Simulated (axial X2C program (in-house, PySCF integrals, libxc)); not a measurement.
**AsV: properties at the nuclei**

Wanted for AsV: properties at the nuclei, at the two-component level.

Computed with an in-house X2C program for linear molecules on PySCF integrals. Level: two-component X2C with atomic mean-field terms, As dyall-cv3z, V dyall-cv3z.

All values are calculated.

## (1) Set-up

Contents of task.json:

```json
{
 "zs": [
  33,
  23
 ],
 "q": 0,
 "bas": [
  "dyall-cv3z",
  "dyall-cv3z"
 ],
 "r0": 2.55,
 "levels": [
  "PBE0",
  "HF",
  "r2SCAN",
  "PBE",
  "BP86"
 ],
 "nst": 3
}
```

Keys: zs atomic numbers; q charge; bas basis sets; r0 starting distance in Å; levels methods (HF also brings MP2); nst determinants followed.

Launch:

```
$ python soeom.py task.json out
```

Further steps of the session: Expectation values, lowest determinant; Expectation values, a higher determinant; Expectation values, a higher determinant.

**Question.** What will these runs give? Wanted: lowest determinant; Eeff magnitude; Ws magnitude As; A∥/gI As; qzz As; higher determinant (for each run or level that gives them).

The runs gave:

| quantity | value |
| --- | --- |
| lowest determinant | Ω = 2 (excess of +ω over −ω: ω = -1/2, ω = 5/2) |
| Eeff magnitude (GV/cm), PBE0 | 0.101 |
| Ws magnitude As (kHz), PBE0 | 0.0586 |
| A∥/gI As (MHz), PBE0 | -257 |
| qzz As (a.u.), PBE0 | -3.89 |
| higher determinant | Ω = 3 (excess of +ω over −ω: ω = 1/2, ω = 5/2) |
| Eeff magnitude (GV/cm), PBE0, higher determinant | 0.00447 |
| Ws magnitude As (kHz), PBE0, higher determinant | 0.0167 |
| A∥/gI As (MHz), PBE0, higher determinant | 142 |
| qzz As (a.u.), PBE0, higher determinant | -1.30 |
| higher determinant | Ω = 4 (excess of +ω over −ω: ω = 3/2, ω = 5/2) |
| Eeff magnitude (GV/cm), PBE0, higher determinant | 0.104 |
| Ws magnitude As (kHz), PBE0, higher determinant | 0.0287 |
| A∥/gI As (MHz), PBE0, higher determinant | -107 |
| qzz As (a.u.), PBE0, higher determinant | -3.87 |

In the first state, the effective field runs from 0.0302 to 0.825 GV/cm over the mean-field levels, so the levels don't agree on it. The expectation values come from single determinants, which for open shells can mix terms of unlike spin or miss the lowest Ω, so a determinant need not be a state. Eeff is the effective electric field on the electron dipole moment in this Ω state and Ws the scalar–pseudoscalar constant (defined with the proton number Z and per Ω); A∥ is the parallel hyperfine constant, which follows by multiplying with the nuclear g factor gI = μI/(I μN); qzz is the electric field gradient, eQq0 = 234.96 MHz × Q/barn × qzz; μ is positive if V is the positive end. The operators were transformed with the bare-nucleus X2C matrices. A second determinant lies within 0.1 eV of the first, so their order is not settled at this level.
